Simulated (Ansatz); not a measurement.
# C2H7O2Ta: the cost of one run

The runs use Ansatz 0.2.0, Gaussian basis; the settings change from run to run.

### Step 1. The relaxed structure

The structure was relaxed beforehand with PBE0-D4 in a triple-zeta def2 set. Ta takes a core potential in def2 sets; no spin-orbit term is included.

12 atoms, charge 0, spin multiplicity 1.

Atoms are counted from 1 here; the program's logs count them from 0.

Bond lengths: C1–Ta2 2.160 Å, C1–H6 1.096 Å, C1–H7 1.097 Å, C1–H8 1.094 Å, Ta2–C3 2.160 Å, Ta2–O4 1.716 Å, Ta2–O5 1.907 Å, C3–H9 1.096 Å, C3–H10 1.094 Å, C3–H11 1.097 Å, O5–H12 0.956 Å. Angles: Ta2–C1–H6 112.1°, Ta2–C1–H7 108.6°, Ta2–C1–H8 112.6°, H6–C1–H7 108.0°, H6–C1–H8 108.4°, H7–C1–H8 106.9°, C1–Ta2–C3 108.0°, C1–Ta2–O4 106.5°, C1–Ta2–O5 112.8°, C3–Ta2–O4 106.5°, C3–Ta2–O5 112.8°, O4–Ta2–O5 109.8°, Ta2–C3–H9 112.1°, Ta2–C3–H10 112.6°, Ta2–C3–H11 108.6°, H9–C3–H10 108.4°, H9–C3–H11 108.0°, H10–C3–H11 106.9° and more.

Coordinates:

```xyz
12
charge 0, multiplicity 1
C    -1.5946   -0.0099   -0.9220
Ta    0.5087    0.1900   -0.4724
C     0.9038   -0.8799    1.3621
O     1.3535   -0.6422   -1.7133
O     1.0822    2.0070   -0.4077
H    -2.2217    0.5452   -0.2152
H    -1.8674   -1.0708   -0.8579
H    -1.8406    0.3214   -1.9351
H     0.4580   -0.3849    2.2322
H     1.9734   -1.0106    1.5501
H     0.4685   -1.8840    1.2823
H     0.8531    2.7636    0.1308
```

### Step 2. PBEsol/def2-TZVP

Options: multiplicity 3.

File in.yaml:

```yaml
crystal:
  periodic: [false, false, false]
  atoms:
    - {symbol: C, position_ang: [-1.594611, -0.009924, -0.922034]}
    - {symbol: Ta, position_ang: [0.508708, 0.189969, -0.472353]}
    - {symbol: C, position_ang: [0.903814, -0.879897, 1.362104]}
    - {symbol: O, position_ang: [1.353497, -0.642211, -1.713303]}
    - {symbol: O, position_ang: [1.082217, 2.007026, -0.407697]}
    - {symbol: H, position_ang: [-2.221672, 0.545237, -0.215230]}
    - {symbol: H, position_ang: [-1.867397, -1.070840, -0.857867]}
    - {symbol: H, position_ang: [-1.840606, 0.321366, -1.935090]}
    - {symbol: H, position_ang: [0.457988, -0.384878, 2.232245]}
    - {symbol: H, position_ang: [1.973436, -1.010584, 1.550082]}
    - {symbol: H, position_ang: [0.468511, -1.884035, 1.282271]}
    - {symbol: H, position_ang: [0.853113, 2.763572, 0.130770]}
basis:
  gaussian: {orbitals: def2-TZVP}
magnetization: {spin_polarized: true, initial_magnetization: 2}
hamiltonian: {xc: {name: PBEsol}}
```

The run is started by

```console
ansatz run in.yaml --threads 4 --pin off --events-out ev --progress --plain --max-ram 11315MiB
```

**Question.** How long does this run take on 4 threads of AMD EPYC 9R45, shared host, and how much memory does it need?

About 5.5 s, with a peak of 0.64 GiB.
